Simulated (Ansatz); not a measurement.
# GaH3O2: the cost of one run

All numbers below are computed with Ansatz 0.2.0 (UKS B3LYP/def2-SVP).

### Step 1. The starting structure

Bond lengths: Ga1–O2 2.194 Å, Ga1–O3 1.686 Å, Ga1–H5 1.530 Å, O2–H6 0.957 Å. Angles: Ga1–O2–H6 143.8°, O2–Ga1–O3 76.9°, O2–Ga1–H5 121.1°, O3–Ga1–H5 162.0°.

Coordinates:

```xyz
6

Ga   -0.0730    1.0718   -0.0563
O     0.3803   -1.0195    0.4299
O    -0.3878    0.2663   -1.5033
H    -0.0490   -0.6992   -0.7348
H     0.0824    2.1788    0.9890
H     0.0472   -1.7981    0.8756
```

### Step 2. A restrained relaxation towards end A

Springs on the bonds that form and break draw the guess towards this end; the thresholds are loose.

Contents of input.yaml:

```yaml
crystal:
  periodic: [false, false, false]
  atoms:
    - { symbol: Ga, position_ang: [-0.073, 1.0718, -0.0563] }
    - { symbol: O, position_ang: [0.3803, -1.0195, 0.4299] }
    - { symbol: O, position_ang: [-0.3878, 0.2663, -1.5033] }
    - { symbol: H, position_ang: [-0.049, -0.6992, -0.7348] }
    - { symbol: H, position_ang: [0.0824, 2.1788, 0.989] }
    - { symbol: H, position_ang: [0.0472, -1.7981, 0.8756] }
magnetization:
  spin_polarized: true
basis:
  gaussian: { orbitals: def2-SVP }
hamiltonian:
  xc: b3lyp
relax:
  f_tol: 0.15
  max_steps: 25
  restrain:
    - { distance: [3, 1], at: 2.27, k: 30.0 }
    - { distance: [0, 1], at: 1.88, k: 30.0 }
    - { distance: [3, 2], at: 0.97, k: 30.0 }
```

The run is started by

```sh
> ansatz run input.yaml --threads 2 --pin off --max-ram 3072MiB --backend cpu --events-out ev --progress --plain --runs-dir out
```

What time and memory should one allow on 2 threads of Intel Xeon 6975P-C (Granite Rapids), shared host?

About 19 s, with a peak of 0.22 GiB.
